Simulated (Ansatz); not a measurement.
# C2H7ClFNOSi: one species, many methods

One table from this session's results is given with a row withheld; the runs are named, their logs left out.

Method: functionals in def2-TZVPP, the program's frozen cores in correlated methods; program: Ansatz 0.2.0, Gaussian basis.

Levels to be run: PBE-D4, r2SCAN-D4, PBE0-D4, B3LYP-D4, ωB97X-V, ωB97M-V, B2PLYP; CCSD(T)/def2-TZVPP; MP2/def2-QZVPP; extrapolation to the limit.

## The relaxed structure

The geometry comes from an earlier relaxation with PBE0-D4 in a triple-zeta def2 set; it is a stationary point, not always the lowest conformer.

SMILES `CN[Si](F)(Cl)OC`, 14 atoms, charge 0, spin multiplicity 1.

Atoms are counted from 1 here; the program's logs count them from 0.

Bond lengths: C1–N2 1.452 Å, C1–H8 1.093 Å, C1–H9 1.091 Å, C1–H10 1.096 Å, N2–Si3 1.687 Å, N2–H11 1.008 Å, Si3–F4 1.589 Å, Si3–Cl5 2.038 Å, Si3–O6 1.615 Å, O6–C7 1.416 Å, C7–H12 1.094 Å, C7–H13 1.091 Å, C7–H14 1.093 Å. Angles: N2–C1–H8 110.6°, N2–C1–H9 109.5°, N2–C1–H10 112.9°, H8–C1–H9 107.4°, H8–C1–H10 108.4°, H9–C1–H10 107.9°, C1–N2–Si3 124.8°, C1–N2–H11 113.5°, Si3–N2–H11 116.5°, N2–Si3–F4 106.5°, N2–Si3–Cl5 115.7°, N2–Si3–O6 111.1°, F4–Si3–Cl5 105.8°, F4–Si3–O6 112.3°, Cl5–Si3–O6 105.4°, Si3–O6–C7 124.8°, O6–C7–H12 111.6°, O6–C7–H13 107.9° and more.

The first run:

in.yaml reads:

```yaml
crystal:
  periodic: [false, false, false]
  atoms:
    - {symbol: C, position_ang: [-1.488657, 1.015574, -1.418556]}
    - {symbol: N, position_ang: [-0.931403, 0.134204, -0.408340]}
    - {symbol: Si, position_ang: [0.180635, 0.603310, 0.771023]}
    - {symbol: F, position_ang: [1.231966, 1.550850, 0.048587]}
    - {symbol: Cl, position_ang: [-0.578523, 1.694216, 2.316378]}
    - {symbol: O, position_ang: [0.881246, -0.680711, 1.454594]}
    - {symbol: C, position_ang: [1.627672, -1.660552, 0.756983]}
    - {symbol: H, position_ang: [-1.706075, 0.460833, -2.334728]}
    - {symbol: H, position_ang: [-0.759455, 1.786616, -1.670142]}
    - {symbol: H, position_ang: [-2.406996, 1.514938, -1.090175]}
    - {symbol: H, position_ang: [-1.530441, -0.643574, -0.177786]}
    - {symbol: H, position_ang: [1.162539, -1.914492, -0.200350]}
    - {symbol: H, position_ang: [1.672134, -2.555080, 1.379235]}
    - {symbol: H, position_ang: [2.645368, -1.306132, 0.573275]}
basis:
  gaussian: {orbitals: def2-TZVPP}
hamiltonian: {xc: pbe, dispersion: d4}
output: {forces: true, orbitals: {seedname: orbitals}}
```

Command:

```sh
ansatz run in.yaml --threads 2 --pin off --events-out ev --progress --plain --max-ram 32768MiB --backend cuda --devices 0, --max-vram 18GiB
```

Among the steps run: PBE-D4 (GGA); r2SCAN-D4 (meta-GGA); PBE0-D4 (hybrid); B3LYP-D4 (hybrid); ωB97X-V (range-separated); ωB97M-V (range-separated); B2PLYP (double hybrid); CCSD(T) in def2-TZVPP; MP2 in def2-QZVPP.

One table of the session follows, with a row left open; its other results are not shown here.

```
            method  atomisation energy (kcal/mol)
            PBE-D4                         1334.1
         r2SCAN-D4                         1312.9
           PBE0-D4                         1309.9
          B3LYP-D4                         1309.4
           ωB97X-V                         1316.5
           ωB97M-V                              ?
            B2PLYP                         1297.0
     HF/def2-TZVPP                          952.5
    MP2/def2-TZVPP                         1305.3
   CCSD/def2-TZVPP                         1257.2
CCSD(T)/def2-TZVPP                         1276.4
           MP2/CBS                         1343.5
       CCSD(T)/CBS                         1314.5
```

Estimate the missing values for ωB97M-V.

As computed: atomisation energy (kcal/mol): 1317.5. In the column «atomisation energy (kcal/mol)» it lies between ωB97X-V (1316.5) and PBE-D4 (1334.1).

Limits of these values: Free atoms (2 C, 1 N, 1 Si, 1 F, 1 Cl, 1 O, 7 H) were run apart at each level; the atomisation energy is their sum less the molecule, without zero-point or spin-orbit terms.
